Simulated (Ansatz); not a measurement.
**CH₇ClFNOSi₂: one species, many methods**

One table from this session's results is given with a row withheld; the runs are named, their logs left out.

Computed with Ansatz 0.2.0, Gaussian basis. Level: functionals in def2-TZVPP, the program's frozen cores in correlated methods.

Levels to be run: PBE-D4, r2SCAN-D4, PBE0-D4, B3LYP-D4, ωB97X-V, ωB97M-V, B2PLYP; CCSD(T)/def2-TZVPP; MP2/def2-QZVPP; extrapolation to the limit.

## The relaxed structure

An earlier PBE0-D4 in a triple-zeta def2 set relaxation fixed the geometry.

SMILES `CN([SiH2]Cl)[SiH](O)F`, 14 atoms, charge 0, spin multiplicity 1.

Atoms are counted from 1 here; the program's logs count them from 0.

Bond lengths: C1–N2 1.466 Å, C1–H8 1.093 Å, C1–H9 1.092 Å, C1–H10 1.094 Å, N2–Si3 1.715 Å, N2–Si5 1.714 Å, Si3–Cl4 2.076 Å, Si3–H11 1.479 Å, Si3–H12 1.476 Å, Si5–O6 1.628 Å, Si5–F7 1.589 Å, Si5–H13 1.477 Å, O6–H14 0.960 Å. Angles: N2–C1–H8 111.7°, N2–C1–H9 111.2°, N2–C1–H10 110.4°, H8–C1–H9 108.3°, H8–C1–H10 107.9°, H9–C1–H10 107.2°, C1–N2–Si3 119.6°, C1–N2–Si5 118.9°, Si3–N2–Si5 121.4°, N2–Si3–Cl4 111.0°, N2–Si3–H11 108.5°, N2–Si3–H12 112.2°, Cl4–Si3–H11 106.7°, Cl4–Si3–H12 105.4°, H11–Si3–H12 112.9°, N2–Si5–O6 109.3°, N2–Si5–F7 112.2°, N2–Si5–H13 109.2° and more.

Set-up of the first run:

in.yaml

```yaml
crystal:
  periodic: [false, false, false]
  atoms:
    - {symbol: C, position_ang: [1.653589, -0.155056, 0.592571]}
    - {symbol: N, position_ang: [0.286828, -0.172179, 0.062599]}
    - {symbol: Si, position_ang: [-0.967203, -0.903229, 0.976579]}
    - {symbol: Cl, position_ang: [-2.148741, 0.532846, 1.899517]}
    - {symbol: Si, position_ang: [-0.040443, 0.643615, -1.408670]}
    - {symbol: O, position_ang: [-1.641995, 0.905586, -1.533981]}
    - {symbol: F, position_ang: [0.329641, -0.236514, -2.678257]}
    - {symbol: H, position_ang: [2.195758, -1.071347, 0.344247]}
    - {symbol: H, position_ang: [1.655372, -0.039379, 1.678795]}
    - {symbol: H, position_ang: [2.212301, 0.688368, 0.177300]}
    - {symbol: H, position_ang: [-0.353661, -1.706977, 2.056251]}
    - {symbol: H, position_ang: [-1.889278, -1.686337, 0.131730]}
    - {symbol: H, position_ang: [0.799659, 1.855619, -1.490194]}
    - {symbol: H, position_ang: [-2.091836, 1.344984, -0.808496]}
basis:
  gaussian: {orbitals: def2-TZVPP}
hamiltonian: {xc: pbe, dispersion: d4}
output: {forces: true, orbitals: {seedname: orbitals}}
```

On the command line:

```console
$ ansatz run in.yaml --threads 2 --pin off --events-out ev --progress --plain --max-ram 32768MiB --backend cuda --devices 0, --max-vram 18GiB
```

Steps of the session up to this table: PBE-D4 (GGA); r2SCAN-D4 (meta-GGA); PBE0-D4 (hybrid); B3LYP-D4 (hybrid); ωB97X-V (range-separated); ωB97M-V (range-separated); B2PLYP (double hybrid); CCSD(T) in def2-TZVPP; MP2 in def2-QZVPP.

One table of the session follows, with a row left open; its other results are not shown here.

| method | atomisation energy (kJ/mol) |
| --- | --- |
| PBE-D4 | 5287.0 |
| r2SCAN-D4 | 5240.1 |
| PBE0-D4 | 5204.4 |
| B3LYP-D4 | ? |
| ωB97X-V | 5268.6 |
| ωB97M-V | 5265.5 |
| B2PLYP | 5173.7 |
| HF/def2-TZVPP | 3821.0 |
| MP2/def2-TZVPP | 5211.0 |
| CCSD/def2-TZVPP | 5025.3 |
| CCSD(T)/def2-TZVPP | 5100.7 |
| MP2/CBS | 5372.5 |
| CCSD(T)/CBS | 5262.2 |

Estimate the missing values for B3LYP-D4.

**Answer.** atomisation energy (kJ/mol): 5224.7. In the column «atomisation energy (kJ/mol)» it lies between MP2/def2-TZVPP (5211.0) and r2SCAN-D4 (5240.1).

Caveats from the session: Free atoms (1 C, 1 N, 2 Si, 1 Cl, 1 O, 1 F, 7 H) were run apart at each level; the atomisation energy is their sum less the molecule, without zero-point or spin-orbit terms.
